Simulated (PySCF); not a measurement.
# Sm2O(OH)2: how settings move a single point

Which settings matter for Sm2O(OH)2? Each run alters one on purpose. It is a constructed species; whether it can be made isn't addressed.

Method: PBE0, Sm lcecp-0-SVP with ECP52, O def2-SVP, H def2-SVP; scalar-relativistic core potentials, no spin–orbit coupling; program: PySCF 2.14.0.

3 further runs of the same task are left out: 2 for a known fault of the program, 1 that didn't finish.

## Step 1: Where the work starts

7 atoms, charge 0, spin multiplicity 1.

Bond lengths: Sm1–O3 2.180 Å, Sm1–O4 2.194 Å, Sm2–O3 2.180 Å, Sm2–O6 2.194 Å, O4–H5 0.959 Å, O6–H7 0.959 Å. Angles: O3–Sm1–O4 122.4°, O3–Sm2–O6 122.4°, Sm1–O3–Sm2 164.6°, Sm1–O4–H5 159.5°, Sm2–O6–H7 159.5°.

Coordinates:

```xyz
7
charge 0, multiplicity 1
Sm   -1.27281    0.00000    2.16029
Sm   -1.27281    0.00000   -2.16029
O    -1.56555    0.00000    0.00000
O     0.72083    0.00000    3.07515
H     1.67778    0.00000    3.14437
O     0.72083    0.00000   -3.07515
H     1.67778    0.00000   -3.14437
```

Formal oxidation states: Sm +2. Each metal's 6 4f electrons lie in its core potential, so multiplicities, spins and levels count the valence alone. An earlier session relaxed this geometry at PBE0, Sm lcecp-0-SVP with ECP52, O def2-SVP, H def2-SVP (singlet, point group C2v).

The sound run used a (50, 194) grid (finer on f atoms), a threshold of 1e-8 and at most 55 cycles, and ended at -284.301040 Eh.

## Step 2: Try 1

File run.py (the lines that set the calculation):

```python
mol = gto.M(atom='''
Sm    -1.27281     0.00000     2.16029
Sm    -1.27281     0.00000    -2.16029
O     -1.56555     0.00000     0.00000
O      0.72083     0.00000     3.07515
H      1.67778     0.00000     3.14437
O      0.72083     0.00000    -3.07515
H      1.67778     0.00000    -3.14437''',
    basis={'Sm': 'lcecp-0-SVP', 'O': 'def2-SVP', 'H': 'def2-SVP'},
    ecp={'Sm': 'lcecp-0-SVP'},
    charge=0, spin=0)
mf = dft.RKS(mol, xc='PBE0')
mf.grids.atom_grid = (50, 194)  # f atoms: unpruned, at least (60, 302)
mf = mf.density_fit()  # fitting sets: Sm AutoAux, O def2-universal-JKFIT, H def2-universal-JKFIT
mf.conv_tol = 1e-08; mf.max_cycle = 55
mf.kernel(dm0)  # dm0: smeared density
```

Launch:

```
$ OMP_NUM_THREADS=2 python run.py
```

What it wrote:

```text
init E= -284.227532798688
cycle= 1 E= -284.295776509871  delta_E= -0.0682  |g|= 0.144  |ddm|= 0.259
cycle= 2 E= -284.270989216899  delta_E= 0.0248  |g|= 0.376  |ddm|= 0.446
cycle= 3 E= -284.30072683491  delta_E= -0.0297  |g|= 0.0383  |ddm|= 0.297
cycle= 4 E= -284.301012948678  delta_E= -0.000286  |g|= 0.0106  |ddm|= 0.032
cycle= 5 E= -284.301038617762  delta_E= -2.57e-05  |g|= 0.00213  |ddm|= 0.0104
cycle= 6 E= -284.301039528326  delta_E= -9.11e-07  |g|= 0.000227  |ddm|= 0.00157
cycle= 7 E= -284.301039540883  delta_E= -1.26e-08  |g|= 2.58e-05  |ddm|= 0.000252
cycle= 8 E= -284.301039541128  delta_E= -2.44e-10  |g|= 3.45e-06  |ddm|= 4.27e-05
Extra cycle  E= -284.301039541132  delta_E= -4.49e-12  |g|= 4.17e-06  |ddm|= 1.04e-05
converged SCF energy = -284.301039541132
```

Wall time 5.8 s (2 threads of AMD EPYC 9R45 (Zen 5), shared host).

Changed: the starting guess (smeared density). It converges in 8 cycles, at the sound run's energy within 0.001 eV, with a largest force component of 0.01 eV/Å. The result survives the change.

## Step 3: Try 2

File run.py (the lines that set the calculation):

```python
mol = gto.M(atom='''
Sm    -1.42555     0.00000     2.41952
Sm    -1.42555     0.00000    -2.41952
O     -1.75342     0.00000     0.00000
O      0.80733     0.00000     3.44417
H      1.87912     0.00000     3.52170
O      0.80733     0.00000    -3.44417
H      1.87912     0.00000    -3.52170''',
    basis={'Sm': 'lcecp-0-SVP', 'O': 'def2-SVP', 'H': 'def2-SVP'},
    ecp={'Sm': 'lcecp-0-SVP'},
    charge=0, spin=0)
mf = dft.RKS(mol, xc='PBE0')
mf.grids.atom_grid = (50, 194)  # f atoms: unpruned, at least (60, 302)
mf = mf.density_fit()  # fitting sets: Sm AutoAux, O def2-universal-JKFIT, H def2-universal-JKFIT
mf.conv_tol = 1e-08; mf.max_cycle = 55
mf.kernel(dm0)  # dm0: free metal ions and neutral atoms
```

Launch:

```
$ OMP_NUM_THREADS=2 python run.py
```

What it wrote:

```text
init E= -301.072626362567
cycle= 1 E= -260.85328000967  delta_E= 40.2  |g|= 5.35  |ddm|= 7.05
cycle= 2 E= -222.062719911803  delta_E= 38.8  |g|= 10.1  |ddm|= 17.9
cycle= 3 E= -278.139574215504  delta_E= -56.1  |g|= 5.03  |ddm|= 15.2
cycle= 4 E= -275.85711465993  delta_E= 2.28  |g|= 3.97  |ddm|= 5.21
cycle= 5 E= -282.451598683665  delta_E= -6.59  |g|= 2.69  |ddm|= 4.99
cycle= 6 E= -283.459445202818  delta_E= -1.01  |g|= 1.84  |ddm|= 1.34
cycle= 7 E= -284.125817762208  delta_E= -0.666  |g|= 0.629  |ddm|= 1.04
cycle= 8 E= -284.218117680101  delta_E= -0.0923  |g|= 0.134  |ddm|= 0.578
cycle= 9 E= -284.221885091627  delta_E= -0.00377  |g|= 0.0602  |ddm|= 0.156
cycle= 10 E= -284.222588117768  delta_E= -0.000703  |g|= 0.0178  |ddm|= 0.0396
cycle= 11 E= -284.22266134191  delta_E= -7.32e-05  |g|= 0.00313  |ddm|= 0.0137
cycle= 12 E= -284.222663752393  delta_E= -2.41e-06  |g|= 0.000356  |ddm|= 0.00296
cycle= 13 E= -284.222663783219  delta_E= -3.08e-08  |g|= 0.000132  |ddm|= 0.000473
cycle= 14 E= -284.222663787952  delta_E= -4.73e-09  |g|= 1.73e-05  |ddm|= 0.000141
Extra cycle  E= -284.222663787537  delta_E= 4.15e-10  |g|= 4.99e-05  |ddm|= 5.71e-05
converged SCF energy = -284.222663787537
```

It took 6.5 s on 2 threads of AMD EPYC 9R45 (Zen 5), shared host.

Changed: the scale of all coordinates (1.12). It converges in 14 cycles, +2.133 eV from the sound run, with a largest force component of 4.33 eV/Å. The setting is unsound, so these numbers aren't the compound's.

## Step 4: Try 3

File run.py (the lines that set the calculation):

```python
mol = gto.M(atom='''
Sm    -1.27281     0.00000     2.16029
Sm    -1.27281     0.00000    -2.16029
O     -1.56555     0.00000     0.00000
O      0.72083     0.00000     3.07515
H     -0.79850     0.00000     2.31848
O      0.72083     0.00000    -3.07515
H      1.67778     0.00000    -3.14437''',
    basis={'Sm': 'lcecp-0-SVP', 'O': 'def2-SVP', 'H': 'def2-SVP'},
    ecp={'Sm': 'lcecp-0-SVP'},
    charge=0, spin=0)
mf = dft.RKS(mol, xc='PBE0')
mf.grids.atom_grid = (50, 194)  # f atoms: unpruned, at least (60, 302)
mf = mf.density_fit()  # fitting sets: Sm AutoAux, O def2-universal-JKFIT, H def2-universal-JKFIT
mf.conv_tol = 1e-08; mf.max_cycle = 84
mf.kernel(dm0)  # dm0: free metal ions and neutral atoms
```

Launch:

```
$ OMP_NUM_THREADS=2 python run.py
```

What it wrote:

```text
init E= -296.313762386483
cycle= 1 E= -261.703311221009  delta_E= 34.6  |g|= 5.58  |ddm|= 7.82
cycle= 2 E= -229.781857442546  delta_E= 31.9  |g|= 9.46  |ddm|= 16.4
cycle= 3 E= -275.401280838473  delta_E= -45.6  |g|= 4.24  |ddm|= 14.1
cycle= 4 E= -275.794511350093  delta_E= -0.393  |g|=  2.9  |ddm|= 4.92
cycle= 5 E= -278.720456998082  delta_E= -2.93  |g|= 1.97  |ddm|= 4.65
cycle= 6 E= -279.3950690004  delta_E= -0.675  |g|= 1.05  |ddm|= 1.66
cycle= 7 E= -279.413789738861  delta_E= -0.0187  |g|= 1.02  |ddm|= 1.77
cycle= 8 E= -279.614757337989  delta_E= -0.201  |g|= 0.391  |ddm|= 1.29
cycle= 9 E= -279.649648158296  delta_E= -0.0349  |g|= 0.051  |ddm|= 0.401
cycle= 10 E= -279.650178394188  delta_E= -0.00053  |g|= 0.0289  |ddm|= 0.0744
cycle= 11 E= -279.650377207205  delta_E= -0.000199  |g|= 0.00539  |ddm|= 0.0317
cycle= 12 E= -279.650385129537  delta_E= -7.92e-06  |g|= 0.000628  |ddm|= 0.00863
cycle= 13 E= -279.650385463693  delta_E= -3.34e-07  |g|= 0.000217  |ddm|= 0.00238
cycle= 14 E= -279.650385548129  delta_E= -8.44e-08  |g|= 9.47e-05  |ddm|= 0.0015
cycle= 15 E= -279.650385564341  delta_E= -1.62e-08  |g|= 2.75e-05  |ddm|= 0.000796
cycle= 16 E= -279.650385565361  delta_E= -1.02e-09  |g|= 6.76e-06  |ddm|= 0.000211
Extra cycle  E= -279.650385565271  delta_E= 9.06e-11  |g|= 2.24e-05  |ddm|= 3.71e-05
converged SCF energy = -279.650385565271
```

Run time: 7.5 s. Hardware: 2 threads of AMD EPYC 9R45 (Zen 5), shared host.

Changed: one atom's place (atom 5 put 0.5 Å from the metal); the cycle limit is 84. It converges in 16 cycles, +126.551 eV from the sound run, with a largest force component of 548.47 eV/Å. The setting is unsound, so these numbers aren't the compound's.

## Step 5: Try 4

File run.py (the lines that set the calculation):

```python
mol = gto.M(atom='''
Sm    -1.27281     0.00000     2.16029
Sm    -1.27281     0.00000    -2.16029
O     -1.56555     0.00000     0.00000
O      0.72083     0.00000     3.07515
H      1.67778     0.00000     3.14437
O      0.72083     0.00000    -3.07515
H      1.67778     0.00000    -3.14437''',
    basis={'Sm': 'lcecp-0-SVP', 'O': 'def2-SVP', 'H': 'def2-SVP'},
    ecp={'Sm': 'lcecp-0-SVP'},
    charge=0, spin=0)
mf = dft.RKS(mol, xc='PBE0')
mf.grids.atom_grid = (40, 110)  # f atoms: unpruned
mf = mf.density_fit()  # fitting sets: Sm AutoAux, O def2-universal-JKFIT, H def2-universal-JKFIT
mf.conv_tol = 1e-08; mf.max_cycle = 55
mf.kernel(dm0)  # dm0: free metal ions and neutral atoms
```

Launch:

```
$ OMP_NUM_THREADS=2 python run.py
```

What it wrote:

```text
init E= -301.624944570835
cycle= 1 E= -265.538515857449  delta_E= 36.1  |g|= 5.93  |ddm|= 6.69
cycle= 2 E= -231.267464468959  delta_E= 34.3  |g|= 9.48  |ddm|= 17.6
cycle= 3 E= -281.193798874787  delta_E= -49.9  |g|= 3.78  |ddm|= 15.7
cycle= 4 E= -276.552894761891  delta_E= 4.64  |g|= 3.83  |ddm|= 6.88
cycle= 5 E= -283.433596665462  delta_E= -6.88  |g|= 1.92  |ddm|= 6.62
cycle= 6 E= -283.979865981924  delta_E= -0.546  |g|= 1.22  |ddm|= 1.42
cycle= 7 E= -284.27463331966  delta_E= -0.295  |g|= 0.313  |ddm|= 0.967
cycle= 8 E= -284.298993829846  delta_E= -0.0244  |g|= 0.0802  |ddm|= 0.385
cycle= 9 E= -284.300293020455  delta_E= -0.0013  |g|= 0.0266  |ddm|= 0.0738
cycle= 10 E= -284.300438028058  delta_E= -0.000145  |g|= 0.00416  |ddm|= 0.0188
cycle= 11 E= -284.300441927456  delta_E= -3.9e-06  |g|= 0.000383  |ddm|= 0.00379
cycle= 12 E= -284.300441958385  delta_E= -3.09e-08  |g|= 3.53e-05  |ddm|= 0.000335
cycle= 13 E= -284.30044195883  delta_E= -4.44e-10  |g|= 9.56e-06  |ddm|= 6.45e-05
Extra cycle  E= -284.300441958833  delta_E= -3.81e-12  |g|= 1.17e-05  |ddm|= 2.21e-05
converged SCF energy = -284.300441958833
```

It took 5.3 s on 2 threads of AMD EPYC 9R45 (Zen 5), shared host.

Changed: the integration grid, to (40, 110). It converges in 13 cycles, +0.016 eV from the sound run, with a largest force component of 0.06 eV/Å. The setting is unsound, so these numbers aren't the compound's.

## Step 6: Try 5

run.py (the lines that set the calculation), as its differences from that of step 5:

```diff
@@ -10,7 +10,7 @@
     ecp={'Sm': 'lcecp-0-SVP'},
-    charge=0, spin=0)
-mf = dft.RKS(mol, xc='PBE0')
-mf.grids.atom_grid = (40, 110)  # f atoms: unpruned
+    charge=0, spin=8)
+mf = dft.UKS(mol, xc='PBE0')
+mf.grids.atom_grid = (50, 194)  # f atoms: unpruned, at least (60, 302)
 mf = mf.density_fit()  # fitting sets: Sm AutoAux, O def2-universal-JKFIT, H def2-universal-JKFIT
-mf.conv_tol = 1e-08; mf.max_cycle = 55
+mf.conv_tol = 1e-08; mf.max_cycle = 65
 mf.kernel(dm0)  # dm0: free metal ions and neutral atoms
```

Launch:

```
$ OMP_NUM_THREADS=2 python run.py
```

What it wrote:

```text
init E= -302.470142700765
cycle= 1 E= -267.691911732226  delta_E= 34.8  |g|= 3.95  |ddm|= 4.75
cycle= 2 E= -239.716876155086  delta_E=   28  |g|= 6.73  |ddm|= 10.5
cycle= 3 E= -278.442339061433  delta_E= -38.7  |g|= 2.81  |ddm|= 9.05
cycle= 4 E= -280.13405203863  delta_E= -1.69  |g|= 2.35  |ddm|= 4.42
cycle= 5 E= -280.767348185661  delta_E= -0.633  |g|= 1.92  |ddm|= 4.64
cycle= 6 E= -282.420068202893  delta_E= -1.65  |g|= 1.03  |ddm|= 2.88
cycle= 7 E= -281.722904002937  delta_E= 0.697  |g|= 1.49  |ddm|= 3.49
cycle= 8 E= -282.659125729861  delta_E= -0.936  |g|= 1.08  |ddm|= 1.31
cycle= 9 E= -282.989141929583  delta_E= -0.33  |g|= 0.828  |ddm|= 0.347
cycle= 10 E= -283.280405463825  delta_E= -0.291  |g|= 0.445  |ddm|= 0.555
cycle= 11 E= -283.311274268969  delta_E= -0.0309  |g|= 0.366  |ddm|= 0.205
cycle= 12 E= -283.429012623166  delta_E= -0.118  |g|= 0.327  |ddm|= 0.948
cycle= 13 E= -283.447843855891  delta_E= -0.0188  |g|= 0.275  |ddm|= 0.194
cycle= 14 E= -283.471083410013  delta_E= -0.0232  |g|= 0.214  |ddm|= 0.306
cycle= 15 E= -283.4890170798  delta_E= -0.0179  |g|= 0.15  |ddm|= 0.326
cycle= 16 E= -283.502311911132  delta_E= -0.0133  |g|= 0.0751  |ddm|= 0.369
cycle= 17 E= -283.507439726639  delta_E= -0.00513  |g|= 0.012  |ddm|= 0.377
cycle= 18 E= -283.507597745734  delta_E= -0.000158  |g|= 0.00485  |ddm|= 0.0386
cycle= 19 E= -283.507698570754  delta_E= -0.000101  |g|= 0.00328  |ddm|= 0.0417
cycle= 20 E= -283.507791463912  delta_E= -9.29e-05  |g|= 0.00192  |ddm|= 0.0442
cycle= 21 E= -283.507896438225  delta_E= -0.000105  |g|= 0.00101  |ddm|= 0.0651
cycle= 22 E= -283.507954908992  delta_E= -5.85e-05  |g|= 0.000914  |ddm|= 0.0441
cycle= 23 E= -283.508012626851  delta_E= -5.77e-05  |g|= 0.000772  |ddm|= 0.0497
cycle= 24 E= -283.508125360487  delta_E= -0.000113  |g|= 0.000866  |ddm|= 0.125
cycle= 25 E= -283.508140387833  delta_E= -1.5e-05  |g|= 0.00077  |ddm|= 0.0193
cycle= 26 E= -283.50816825138  delta_E= -2.79e-05  |g|= 0.000712  |ddm|= 0.0372
cycle= 27 E= -283.508311895052  delta_E= -0.000144  |g|= 0.00332  |ddm|= 0.246
cycle= 28 E= -283.50830944017  delta_E= 2.45e-06  |g|= 0.00341  |ddm|= 0.00347
cycle= 29 E= -283.508338285975  delta_E= -2.88e-05  |g|= 0.00213  |ddm|= 0.0418
cycle= 30 E= -283.508367708548  delta_E= -2.94e-05  |g|= 0.00253  |ddm|= 0.108
cycle= 31 E= -283.508368431882  delta_E= -7.23e-07  |g|= 0.000327  |ddm|= 0.0414
cycle= 32 E= -283.508359554788  delta_E= 8.88e-06  |g|= 0.00266  |ddm|= 0.12
cycle= 33 E= -283.508371231148  delta_E= -1.17e-05  |g|= 0.00163  |ddm|= 0.0243
cycle= 34 E= -283.508375196792  delta_E= -3.97e-06  |g|= 0.000802  |ddm|= 0.00959
cycle= 35 E= -283.508377274349  delta_E= -2.08e-06  |g|= 0.000178  |ddm|= 0.0165
cycle= 36 E= -283.508377438553  delta_E= -1.64e-07  |g|= 3.78e-05  |ddm|= 0.00768
cycle= 37 E= -283.50837744396  delta_E= -5.41e-09  |g|= 1.8e-05  |ddm|= 0.000444
Extra cycle  E= -283.508377445239  delta_E= -1.28e-09  |g|= 1.64e-05  |ddm|= 0.000157
converged SCF energy = -283.508377445239  <S^2> = 20.008068  2S+1 = 9.0017928
```

Wall time 15 s (2 threads of AMD EPYC 9R45 (Zen 5), shared host).

Changed: the spin (8 unpaired electrons); the cycle limit is 65. It converges in 37 cycles, +21.569 eV from the sound run, with a largest force component of 3.81 eV/Å. The setting is unsound, so these numbers aren't the compound's.

## Step 7: Results

| run | changed | ending | energy change (eV) | cycles | time | usable |
| --- | --- | --- | --- | --- | --- | --- |
| 1 | the starting guess | converged | 0.000 | 8 | 5.8 s | yes |
| 2 | the scale of all coordinates | converged | +2.133 | 14 | 6.5 s | no |
| 3 | one atom's place | converged | +126.551 | 16 | 7.5 s | no |
| 4 | the integration grid | converged | +0.016 | 13 | 5.3 s | no |
| 5 | the spin | converged | +21.569 | 37 | 15 s | no |

1 of 5 altered runs gives a usable result. 4 ended normally with numbers unfit to quote.
